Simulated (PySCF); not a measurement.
# CH₁₀Ge₂N₂: geometry, NMR shifts, spin-spin couplings, electronic excitations and core binding energies

Aim: predict the NMR shifts, spin-spin couplings, electronic excitations and core binding energies of CH₁₀Ge₂N₂ (`C[NH][GeH2][NH][GeH3]`).

Computed with PySCF 2.14.0, with density-fitted response routines of our own, on a single molecule in the gas phase. Atoms are numbered from 0 throughout.

## Step 1: Starting geometry

15 atoms, charge 0, multiplicity 1; geometry from: GFN2-xTB.

Bonds of the start (Å): C0–N1 1.45, N1–Ge2 1.81, Ge2–N3 1.82, N3–Ge4 1.82, C0–H5 1.09, C0–H6 1.09, C0–H7 1.10, N1–H8 1.01, Ge2–H9 1.52, Ge2–H10 1.51, N3–H11 1.01, Ge4–H12 1.50, Ge4–H13 1.50, Ge4–H14 1.49.

## Step 2: Relaxing the molecule at PBE0-D3(BJ)/def2-SVP

The job: settings as JSON, then the geometry in Å.

```
{"job": {"xc": "PBE0", "basis": "def2-SVP", "d3": "d3bj", "grid": 1, "kind": "geom"}, "charge": 0, "multiplicity": 1}
C     -1.916326    -0.780488     0.324024
N     -1.151796     0.136582     1.152117
Ge    -0.110793     1.439892     0.459232
N      0.974757     0.592937    -0.730907
Ge     2.048018    -0.816682    -0.333749
H     -2.097044    -1.710360     0.868119
H     -1.329241    -1.007309    -0.565461
H     -2.881951    -0.372176     0.006553
H     -1.668926     0.388783     1.983743
H     -0.765594     2.540485    -0.361817
H      0.582809     2.026889     1.664055
H      1.315694     1.181833    -1.475486
H      3.148781    -0.467649     0.630582
H      2.647292    -1.256636    -1.636601
H      1.199906    -1.888113     0.259820
```

**Question.** This job is followed by: GIAO PBE0/pcSseg-1 NMR shielding, non-relativistic, gas phase; B3LYP/pcJ-1 Ge:pcSseg-1 indirect spin-spin coupling, non-relativistic, gas phase; TDDFT CAM-B3LYP/def2-SVPD, vertical, gas phase, core orbitals frozen in the response; GIAO B3LYP/pcSseg-1 NMR shielding, non-relativistic, gas phase; delta-SCF UKS SCAN, pcX-2 on the ionised atom, pcseg-1 elsewhere, spin-free X2C. What will the session give for the following? point group; rotational constants (main isotopes); 13C shifts against TMS (PBE0/pcSseg-1); 1H shifts against TMS (PBE0/pcSseg-1, means over atoms taken as alike); 15N shifts against NH3 (PBE0/pcSseg-1); 73Ge shifts against GeMe4 (PBE0/pcSseg-1); largest coupling of the table (B3LYP/pcSseg-1+pcJ-1); lowest singlet (CAM-B3LYP/def2-SVPD); brightest single state of those computed; lowest triplet; vertical ionisation energy (ΔSCF); N1s binding energies, SCAN/pcX-2; C1s binding energies, SCAN/pcX-2; range of the shift of Ge2.

**Answer**, as computed:

| quantity | value |
| --- | --- |
| point group | C1 |
| rotational constants (main isotopes) | 3.00, 1.04, 0.84 GHz |
| 13C shifts against TMS (PBE0/pcSseg-1) | 32.1 ppm |
| 1H shifts against TMS (PBE0/pcSseg-1, means over atoms taken as alike) | 5.10, 4.73, 2.74, -0.14, -0.91 ppm |
| 15N shifts against NH3 (PBE0/pcSseg-1) | 24.3, -5.9 ppm |
| 73Ge shifts against GeMe4 (PBE0/pcSseg-1) | -33, -146 ppm |
| largest coupling of the table (B3LYP/pcSseg-1+pcJ-1) | 1J(C,H) C0–H5, 139.4 Hz |
| lowest singlet (CAM-B3LYP/def2-SVPD) | 5.99 eV (207 nm), f = 0.006 |
| brightest single state of those computed | state 5, 7.00 eV, f = 0.047 |
| lowest triplet | 5.61 eV |
| vertical ionisation energy (ΔSCF) | 8.80 eV |
| N1s binding energies, SCAN/pcX-2 | N1 404.11, N3 403.52 eV |
| C1s binding energies, SCAN/pcX-2 | C0 291.37 eV |
| range of the shift of Ge2 | -44 to -33 ppm |

Relaxing lowered the energy by 0.157 eV in 15 steps; the close pair that moved most is Ge4–H14, from 1.490 to 1.542 Å. No frequency check was run at this level, so the end point may be a saddle. At PBE0/pcSseg-1: Shielding is most anisotropic at Ge4 (span 321 ppm, paramagnetic term -1279 ppm). Of the pairs tabulated at B3LYP/pcSseg-1+pcJ-1, C0–H5 (mean over like pairs) couples most strongly (139.4 Hz; Fermi contact 137.8 Hz). Couplings across rotatable bonds belong to this one conformer; where others are populated, the observed values are averages. The first singlet state (HOMO→LUMO+1 0.37, HOMO→LUMO 0.28) lies at 5.99 eV and is weak; of the 10 states computed, the strongest absorption comes from state 5 at 7.00 eV (the last state computed is bright too, and its partners may lie past the list). The lowest triplet lies 0.37 eV below the lowest singlet (triplets in Tamm-Dancoff, singlets in full TDDFT). The orbital energy would give 8.10 eV for ionisation, ΔSCF gives 8.80 eV. N1 (nitrogen bonded to C, Ge, H) binds its N1s electron 0.59 eV more tightly than N3 (nitrogen bonded to 2 Ge, H). Across the 2 runs the shift of Ge2 moves most, between -44 (B3LYP/pcSseg-1) and -33 ppm (PBE0/pcSseg-1). Spin-orbit coupling is left out, which matters for shieldings and couplings at and beside the heavy atoms.
